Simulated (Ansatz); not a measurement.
**SbH₂ radical: one species, many methods**

Aim: compute SbH₂ radical with functionals from several rungs and with coupled cluster. The yardstick is the atomisation energy at the CCSD(T) limit.

Program: Ansatz 0.2.0, Gaussian basis. Level of theory: functionals in def2-TZVPP, the program's frozen cores in correlated methods. These are calculated values, not measurements.

Plan: LDA (SPW92), PBE-D4, revPBE-D4, BLYP-D4, r2SCAN-D4, B97M-V, PBE0-D4, B3LYP-D4, r2SCANh-D4, r2SCAN0-D4, HSE06-D4, BHLYP-D4, CAM-B3LYP-D4, LC-ωPBE, ωB97X-V, ωB97M-V, B2PLYP, PBE-QIDH; CCSD(T)/def2-SVP; CCSD(T)/def2-TZVPP; CCSD(T)/def2-QZVPP; extrapolation to the limit; RPA on PBE.

### 1 Structure used throughout

The geometry comes from an earlier relaxation with PBE0-D4 in a triple-zeta def2 set; it is a stationary point. Sb takes the def2 core potential; no spin-orbit term is included.

SMILES `[SbH2]`, 3 atoms, charge 0, spin multiplicity 2.

Atoms are counted from 1 here; the program's logs count them from 0.

Bond lengths: Sb1–H2 1.711 Å, Sb1–H3 1.711 Å. Angles: H2–Sb1–H3 90.3°.

As a file:

```
Sb    0.65976   -0.34628    0.31569
H     0.04666    1.24423    0.16320
H    -0.71732   -0.96275   -0.49208
```

### 2 LDA

This LDA is Slater exchange with PW92 correlation.

File in.yaml:

```yaml
crystal:
  periodic: [false, false, false]
  atoms:
    - {symbol: Sb, position_ang: [0.659761, -0.346281, 0.315690]}
    - {symbol: H, position_ang: [0.046655, 1.244228, 0.163195]}
    - {symbol: H, position_ang: [-0.717316, -0.962748, -0.492084]}
basis:
  gaussian: {orbitals: def2-TZVPP}
magnetization: {spin_polarized: true, initial_magnetization: 1}
hamiltonian: {xc: lda}
output: {orbitals: {seedname: orbitals}}
```

The runs that follow: PBE-D4 (GGA); revPBE-D4 (GGA); BLYP-D4 (GGA); r2SCAN-D4 (meta-GGA); B97M-V (meta-GGA); PBE0-D4 (hybrid); B3LYP-D4 (hybrid); r2SCANh-D4 (hybrid); r2SCAN0-D4 (hybrid); HSE06-D4 (hybrid); BHLYP-D4 (hybrid); CAM-B3LYP-D4 (range-separated); LC-ωPBE-D4 (range-separated); ωB97X-V (range-separated); ωB97M-V (range-separated); B2PLYP (double hybrid); PBE-QIDH (double hybrid); CCSD(T) in def2-SVP; CCSD(T) in def2-TZVPP; CCSD(T) in def2-QZVPP; RPA on PBE orbitals.

Before running them: what should the planned runs give, taken together? Wanted: atomisation energy, CCSD(T)/CBS; farthest beyond LDA; mean size of error, GGA; mean size of error, meta-GGA; mean size of error, hybrid; mean size of error, range-separated; mean size of error, double hybrid; gap, smallest and largest; T1 diagnostic.

As calculated:

| quantity | value |
| --- | --- |
| atomisation energy, CCSD(T)/CBS | 5.489 eV |
| functionals within 0.055 eV (1.0 %) | PBE-D4, r2SCAN-D4, BHLYP-D4, ωB97M-V, B2PLYP |
| farthest beyond LDA | PBE-QIDH (-0.284 eV) |
| mean size of error, GGA | 0.107 eV |
| mean size of error, meta-GGA | 0.129 eV |
| mean size of error, hybrid | 0.106 eV |
| mean size of error, range-separated | 0.146 eV |
| mean size of error, double hybrid | 0.168 eV |
| gap, smallest and largest | 0.96 eV (LDA (SPW92)), 8.12 eV (LC-ωPBE) |
| T1 diagnostic | 0.0139 |
| triples share of the correlation energy | 2.4 % |

**Reading.** LDA overbinds by 0.877 eV (16 %). PBE-D4 is off by -0.011 eV. Double hybrids carry the basis error of their MP2 part in triple zeta, and no dispersion term here, so their miss is partly the set-up's. Taken by rung, hybrid functionals do best (0.106 eV on average) and double hybrid ones worst beyond LDA (0.168 eV). The gap between the best rungs is small, so their order is not settled. The reference freezes the cores and leaves out spin-orbit coupling and excitations past (T), and its outer-core shells are covered unevenly, so misses under about 0.055 eV can't be ranked. All levels share the lack of spin-orbit coupling, which lowers the free heavy atoms and so the true binding. Hartree-Fock recovers 63 % of the binding; the rest is correlation. CCSD(T) in def2-SVP is off by -0.652 eV, which most functionals beat. The gap grows from 1.0 to 8.1 eV across the functionals, mostly with the share of exact exchange. Correlated methods include outer-core shells of Sb, which these sets cover unevenly.
